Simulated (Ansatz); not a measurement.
Crystal: HfGe.

```
Hf Ge
1.0
     3.50084    0.00000    0.00000
     0.00000    3.50084    0.00000
     0.00000    0.00000    3.50084
Hf Ge
1 1
Direct
  0.00000 0.00000 0.00000
  0.50000 0.50000 0.50000
```

The cell was built by a generator and needn't be a form met in nature.

Base run:

| Quantity | Value |
| --- | --- |
| Program | Ansatz 0.2.0 |
| Functional | RPBE |
| Potentials or basis | Ansatz PAW |
| Cutoff | 420 eV |
| Density cutoff | 1680 eV |
| k mesh | 8 × 8 × 8 |
| Occupations | fermi-dirac, width 0.05 eV |
| Spin | no spin polarisation |

Its results: band gap on the k mesh none (metal or under the smearing width); pressure -9.1 GPa.

**Question.** The run is repeated on the same cell with these changes: functional from RPBE to revPBE. What comes out?

**Answer.** Band gap on the k mesh none (metal or under the smearing width); pressure -9.7 GPa.

Caveats: the potentials were made for another functional, which shifts forces and pressure; the PAW data sets come from PBE, with cores solved anew for the run's functional, which leaves a small shift of forces and pressure.

Not every run made on this cell is shown here.
